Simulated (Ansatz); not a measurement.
# CH₄BF₂GaN₂: ionisation energy by level of theory

An exercise on one series of results from a longer session: the logs are not shown, and one member is left open.

Computed with Ansatz 0.2.0, Gaussian basis. Level: unrestricted cation, the program's frozen cores in correlated methods.

Plan: UKS PBE-D4/def2-TZVPP; UKS r2SCAN-D4/def2-TZVPP; UKS PBE0-D4/def2-TZVPP; UKS B3LYP-D4/def2-TZVPP; UKS wB97X-V/def2-TZVPP; UKS wB97M-V/def2-TZVPP; UKS B2PLYP/def2-TZVPP; UHF-CCSD(T)/def2-TZVPP; UHF-MP2/def2-QZVPP; extrapolation to the limit; then −ε(HOMO) from the neutral's earlier runs with LDA (SPW92), PBE-D4, revPBE-D4, BLYP-D4, r2SCAN-D4, B97M-V, PBE0-D4, B3LYP-D4, r2SCANh-D4, r2SCAN0-D4, HSE06-D4, BHLYP-D4, CAM-B3LYP-D4, LC-ωPBE, ωB97X-V, ωB97M-V.

### The relaxed structure

All runs share one geometry, relaxed beforehand with PBE0-D4 in a triple-zeta def2 set.

SMILES `[NH2][Ga]([F])[C]1(F)BN1`, 11 atoms, charge 0, spin multiplicity 1.

Atoms are counted from 1 here; the program's logs count them from 0.

Bond lengths: N1–Ga2 1.796 Å, N1–H8 1.005 Å, N1–H9 1.005 Å, Ga2–F3 1.765 Å, Ga2–C4 1.950 Å, C4–F5 1.406 Å, C4–B6 1.561 Å, C4–N7 1.425 Å, B6–N7 1.347 Å, B6–H10 1.180 Å, N7–H11 1.006 Å. Angles: Ga2–N1–H8 123.8°, Ga2–N1–H9 122.9°, H8–N1–H9 113.1°, N1–Ga2–F3 113.7°, N1–Ga2–C4 131.1°, F3–Ga2–C4 115.2°, Ga2–C4–F5 110.4°, Ga2–C4–B6 128.4°, Ga2–C4–N7 123.3°, F5–C4–B6 116.3°, F5–C4–N7 113.4°, B6–C4–N7 53.4°, C4–B6–N7 58.1°, C4–B6–H10 155.7°, N7–B6–H10 146.1°, C4–N7–B6 68.5°, C4–N7–H11 134.9°, B6–N7–H11 156.5°.

Set-up of the first run:

in.yaml reads:

```yaml
crystal:
  periodic: [false, false, false]
  atoms:
    - {symbol: N, position_ang: [-0.225612, -2.238916, -1.311224]}
    - {symbol: Ga, position_ang: [0.406011, -0.904064, -0.288250]}
    - {symbol: F, position_ang: [2.087517, -1.122007, 0.201465]}
    - {symbol: C, position_ang: [-0.414126, 0.770144, 0.282567]}
    - {symbol: F, position_ang: [-1.805060, 0.727803, 0.083409]}
    - {symbol: B, position_ang: [0.231372, 2.189320, 0.362390]}
    - {symbol: N, position_ang: [-0.032282, 1.464551, 1.467188]}
    - {symbol: H, position_ang: [-1.173981, -2.292158, -1.638304]}
    - {symbol: H, position_ang: [0.317695, -3.051982, -1.543467]}
    - {symbol: H, position_ang: [0.641596, 3.210087, -0.065081]}
    - {symbol: H, position_ang: [-0.033140, 1.247222, 2.449319]}
basis:
  gaussian: {orbitals: def2-TZVPP}
total_charge: 1
magnetization: {spin_polarized: true, initial_magnetization: 1}
hamiltonian: {xc: pbe, dispersion: d4}
```

Started as:

```
$ ansatz run in.yaml --threads 2 --pin off --events-out ev --progress --plain --max-ram 32768MiB --backend cuda --devices 0, --max-vram 18GiB
```

Steps of the session up to this table: Cation, UKS PBE-D4/def2-TZVPP; Cation, UKS r2SCAN-D4/def2-TZVPP; Cation, UKS PBE0-D4/def2-TZVPP; Cation, UKS B3LYP-D4/def2-TZVPP; Cation, UKS wB97X-V/def2-TZVPP; Cation, UKS wB97M-V/def2-TZVPP; Cation, UKS B2PLYP (frozen core)/def2-TZVPP; Cation, UHF-CCSD(T)/def2-TZVPP; Cation, UHF-MP2/def2-QZVPP.

One of the session's tables, all rows but one given; the rest of the session is left out.

It belongs to the step «Ionisation energies side by side». For comparison, −ε(HOMO) of the neutral from earlier runs:

| functional | −ε(HOMO) (eV) |
| --- | --- |
| LDA (SPW92) | 6.37 |
| PBE-D4 | 6.16 |
| revPBE-D4 | 6.08 |
| BLYP-D4 | 6.05 |
| r2SCAN-D4 | 6.44 |
| B97M-V | 6.48 |
| PBE0-D4 | ? |
| B3LYP-D4 | 7.33 |
| r2SCANh-D4 | 6.96 |
| r2SCAN0-D4 | 7.74 |
| HSE06-D4 | 7.14 |
| BHLYP-D4 | 8.85 |
| CAM-B3LYP-D4 | 8.98 |
| LC-ωPBE | 10.33 |
| ωB97X-V | 9.95 |
| ωB97M-V | 9.85 |

**Question.** Estimate the row for PBE0-D4.

**Answer.** −ε(HOMO) (eV): 7.55. In the column «−ε(HOMO) (eV)» it lies between B3LYP-D4 (7.33) and r2SCAN0-D4 (7.74).
